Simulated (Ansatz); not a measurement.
# CH6GaOSi radical: one species, many methods

The task here is to estimate one member of a computed series from the others.

The runs use Ansatz 0.2.0, Gaussian basis; functionals in def2-TZVPP, the program's frozen cores in correlated methods.

Levels to be run: LDA (SPW92), PBE-D4, revPBE-D4, BLYP-D4, r2SCAN-D4, B97M-V, PBE0-D4, B3LYP-D4, r2SCANh-D4, r2SCAN0-D4, HSE06-D4, BHLYP-D4, CAM-B3LYP-D4, LC-ωPBE, ωB97X-V, ωB97M-V, B2PLYP, PBE-QIDH; CCSD(T)/def2-SVP; MP2/def2-TZVPP; MP2/def2-QZVPP; RPA on PBE.

**Structure used throughout**

All runs share one geometry, relaxed beforehand with PBE0-D4 in a triple-zeta def2 set.

SMILES `[CH3][Ga][O][SiH3]`, 10 atoms, charge 0, spin multiplicity 2.

Atoms are counted from 1 here; the program's logs count them from 0.

Bond lengths: C1–Ga2 2.001 Å, C1–H5 1.088 Å, C1–H6 1.092 Å, C1–H7 1.092 Å, Ga2–O3 1.804 Å, O3–Si4 1.628 Å, Si4–H8 1.492 Å, Si4–H9 1.489 Å, Si4–H10 1.489 Å. Angles: Ga2–C1–H5 111.9°, Ga2–C1–H6 107.3°, Ga2–C1–H7 107.3°, H5–C1–H6 110.5°, H5–C1–H7 110.4°, H6–C1–H7 109.3°, C1–Ga2–O3 112.5°, Ga2–O3–Si4 142.4°, O3–Si4–H8 111.8°, O3–Si4–H9 110.2°, O3–Si4–H10 110.1°, H8–Si4–H9 108.1°, H8–Si4–H10 108.1°, H9–Si4–H10 108.4°.

Set-up of the first run:

The input, in.yaml:

```yaml
crystal:
  periodic: [false, false, false]
  atoms:
    - {symbol: C, position_ang: [0.392633, 2.427961, 0.291513]}
    - {symbol: Ga, position_ang: [-0.147652, 0.659648, 1.056707]}
    - {symbol: O, position_ang: [-0.087768, -0.667278, -0.163673]}
    - {symbol: Si, position_ang: [-0.346819, -2.264194, -0.347706]}
    - {symbol: H, position_ang: [0.336169, 3.224830, 1.029935]}
    - {symbol: H, position_ang: [-0.275179, 2.636273, -0.547135]}
    - {symbol: H, position_ang: [1.414886, 2.323062, -0.078334]}
    - {symbol: H, position_ang: [-0.779751, -2.904762, 0.928171]}
    - {symbol: H, position_ang: [-1.407087, -2.498659, -1.366110]}
    - {symbol: H, position_ang: [0.900569, -2.936892, -0.803356]}
basis:
  gaussian: {orbitals: def2-TZVPP}
magnetization: {spin_polarized: true, initial_magnetization: 1}
hamiltonian: {xc: lda}
output: {orbitals: {seedname: orbitals}}
```

Command:

```bash
ansatz run in.yaml --threads 4 --pin off --events-out ev --progress --plain --max-ram 10444MiB
```

Steps of the session up to this table: LDA; PBE-D4 (GGA); revPBE-D4 (GGA); BLYP-D4 (GGA); r2SCAN-D4 (meta-GGA); B97M-V (meta-GGA); PBE0-D4 (hybrid); B3LYP-D4 (hybrid); r2SCANh-D4 (hybrid); r2SCAN0-D4 (hybrid); HSE06-D4 (hybrid); BHLYP-D4 (hybrid); CAM-B3LYP-D4 (range-separated); LC-ωPBE (range-separated); ωB97X-V (range-separated); ωB97M-V (range-separated); B2PLYP (double hybrid); PBE-QIDH (double hybrid).

One table of the session follows, with a row left open; its other results are not shown here.

It belongs to the step «Frontier levels by functional». 

```
  functional  HOMO (eV)  LUMO (eV)  gap (eV)
 LDA (SPW92)      -4.79      -3.93      0.86
      PBE-D4          ?          ?         ?
   revPBE-D4      -4.68      -3.45      1.24
     BLYP-D4      -4.55      -3.62      0.92
   r2SCAN-D4      -5.07      -3.20      1.87
      B97M-V      -4.90      -3.81      1.09
     PBE0-D4      -5.79      -2.67      3.12
    B3LYP-D4      -5.55      -3.09      2.47
  r2SCANh-D4      -5.47      -2.89      2.58
  r2SCAN0-D4      -6.06      -2.43      3.63
    HSE06-D4      -5.40      -3.05      2.35
    BHLYP-D4      -6.70      -1.92      4.77
CAM-B3LYP-D4      -7.01      -1.84      5.17
     LC-ωPBE      -8.37      -0.40      7.96
     ωB97X-V      -7.89      -0.84      7.05
     ωB97M-V      -7.79      -1.04      6.75
```

Q: Estimate the row for PBE-D4 from the others.

**Answer.** HOMO (eV): -4.72; LUMO (eV): -3.58; gap (eV): 1.13. In the column «HOMO (eV)» it lies between LDA (SPW92) (-4.79) and revPBE-D4 (-4.68).
